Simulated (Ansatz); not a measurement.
# EuMn2P2: the cost of one run

All numbers are computed with Ansatz 0.2.0 through its Python package. Level of theory: DFT r2SCAN+D4, plane waves, PAW.

## 1. The structure

It takes space group P-3m1 (No. 164, trigonal). Conventional cell: a = 3.910 Å, b = 3.910 Å, c = 6.914 Å, α = 90.00°, β = 90.00°, γ = 120.00°. Eu (site symmetry -3m) is surrounded by 6 P at 2.97 Å. Mn (site symmetry 3m) is surrounded by 4 P at 2.34 to 2.37 Å. P (site symmetry 3m) is surrounded by 4 Mn at 2.34 to 2.37 Å and 3 Eu at 2.97 Å.

No structure file is read: the coordinates are typed or built in the script.

## 2. Script

File bands.py:

```python
'''Band structure of EuMn2P2.'''

import warnings

import ansatz
import matplotlib.pyplot as plt
import numpy as np
from pymatgen.core import Lattice, Structure
from pymatgen.io.ase import AseAtomsAdaptor

FUNCTIONAL = 'r2scan'
DISPERSION = 'd4'
CUTOFF_EV = 630
K_DENSITY = 2.3
FILLING = 'methfessel_paxton'
SIGMA = 0.02
BETA = 0.5
MAX_SCF = 80
N_EMPTY = 8

pmg_structure = Structure(
    Lattice([(3.90985, 0.0, 0.0), (-1.95493, 3.38603, 0.0), (0.0, 0.0, 6.91392)]),
    ['Eu', 'Mn', 'Mn', 'P', 'P'],
    [
        (0.0, 0.0, 0.0),
        (2 / 3, 1 / 3, 0.61678),
        (1 / 3, 2 / 3, 0.38322),
        (2 / 3, 1 / 3, 0.27852),
        (1 / 3, 2 / 3, 0.72148),
    ],
)
crystal = ansatz.Crystal.from_ase(AseAtomsAdaptor.get_atoms(pmg_structure)).moments(Eu=7, Mn=4)

# high-symmetry points in fractions of the reciprocal vectors
path = [
    ('G', (0.0, 0.0, 0.0)),
    ('M', (0.5, 0.0, 0.0)),
    ('K', (0.33333, 0.33333, 0.0)),
    ('G', (0.0, 0.0, 0.0)),
    ('A', (0.0, 0.0, 0.5)),
    ('L', (0.5, 0.0, 0.5)),
    ('H', (0.33333, 0.33333, 0.5)),
    ('A', (0.0, 0.0, 0.5)),
]
job = (
    crystal.calculation()
    .functional(FUNCTIONAL, dispersion=DISPERSION)
    .pseudopotentials('paw')
    .basis(CUTOFF_EV)
    .accuracy('low')
    .kpoints(density=K_DENSITY)
    .occupations(FILLING, width=SIGMA)
    .spin('collinear')
    .mixing('msr1', beta=BETA)
    .scf(max_iterations=MAX_SCF, extra_bands=N_EMPTY, lower_state_search='light')
    .band_structure([point for _, point in path], intervals=4)
    .scf(extra_bands=N_EMPTY)
)
with warnings.catch_warnings(record=True) as caught:
    warnings.simplefilter('always')
    res = job.run(threads=1)
print('warnings raised:', sorted(w.category.__name__ for w in caught) or 'none')
summary = res.report

energy = summary['free_energy_ev']
print('F of the EuMn2P2 cell: {:.6f} eV = {:.6f} Ry = {:.6f} Ha'.format(energy, energy / 13.605693, energy / 27.211386))
print('Fermi level {:.4f} eV, {} k-points, {} symmetry operations'.format(summary['fermi_energy_ev'], summary['n_kpoints'], summary['n_symmetry_ops']))

bands = res.band_structure()
fermi = bands.fermi_energy_ev
print(f'zero of the bands: {fermi:.3f} eV, the Fermi level found on the SCF mesh')
reciprocal = 2 * np.pi * np.linalg.inv(res.lattice.cell_ang).T
steps = np.linalg.norm(np.diff(bands.kpoints_frac @ reciprocal, axis=0), axis=1)
distance = np.concatenate([[0], np.cumsum(steps)])
fig, ax = plt.subplots(figsize=(5, 4))
for channel, colour in zip(bands.channels, ('C0', 'C3')):
    ax.plot(distance, channel.eigenvalues_ev - fermi, colour, lw=1)
ax.set_xticks(distance[::4], [label for label, _ in path])
ax.set(ylim=(-6, 6), ylabel='E - E_F (eV)', xlim=(0, distance[-1]))
ax.grid(axis='x')
fig.savefig('bands.png', dpi=100)
first = bands.channels[0].eigenvalues_ev - fermi
near = np.argsort(np.abs(first.mean(axis=0)))[:4]
for band in sorted(near):
    print(f'band {band + 1}: {first[:, band].min():.3f} to {first[:, band].max():.3f} eV')
```

## 3. The input behind the calls

The package turns the script's settings into the engine's input:

```yaml
crystal:
  lattice:
    - [3.90985, 0.0, 0.0]
    - [-1.95493, 3.38603, 0.0]
    - [0.0, 0.0, 6.91392]
  atoms:
    - { symbol: Eu, position: [0.0, 0.0, 0.0] }
    - { symbol: Mn, position: [0.6666666666666666, 0.3333333333333333, 0.61678] }
    - { symbol: Mn, position: [0.3333333333333333, 0.6666666666666666, 0.38322] }
    - { symbol: P, position: [0.6666666666666666, 0.3333333333333333, 0.27852] }
    - { symbol: P, position: [0.3333333333333333, 0.6666666666666666, 0.72148] }
accuracy: low
basis:
  ecutwfc: 630.0
kpoints:
  mp_grid:
    kspacing: 0.4347826086956522
  band_path:
    path:
      - [0.0, 0.0, 0.0]
      - [0.5, 0.0, 0.0]
      - [0.33333, 0.33333, 0.0]
      - [0.0, 0.0, 0.0]
      - [0.0, 0.0, 0.5]
      - [0.5, 0.0, 0.5]
      - [0.33333, 0.33333, 0.5]
      - [0.0, 0.0, 0.5]
    npoints: 4
hamiltonian:
  xc: r2scan
  dispersion: d4
  pseudopotentials:
    kind: paw
magnetization:
  spin_polarized: true
  per_species:
    Eu: 7.0
    Mn: 4.0
scf:
  max_iter: 80
  n_extra_bands: 8
  lower_state_search: light
  mixing:
    algorithm: msr1
    beta: 0.5
  occupations:
    method: methfessel_paxton
    width: 0.02
```

## 4. Launch

On the command line:

```bash
> python bands.py
```

What time and memory should one allow on 1 thread of Intel Xeon 6975P-C (Granite Rapids), shared host?

About 38 s, with a peak of 0.88 GiB.
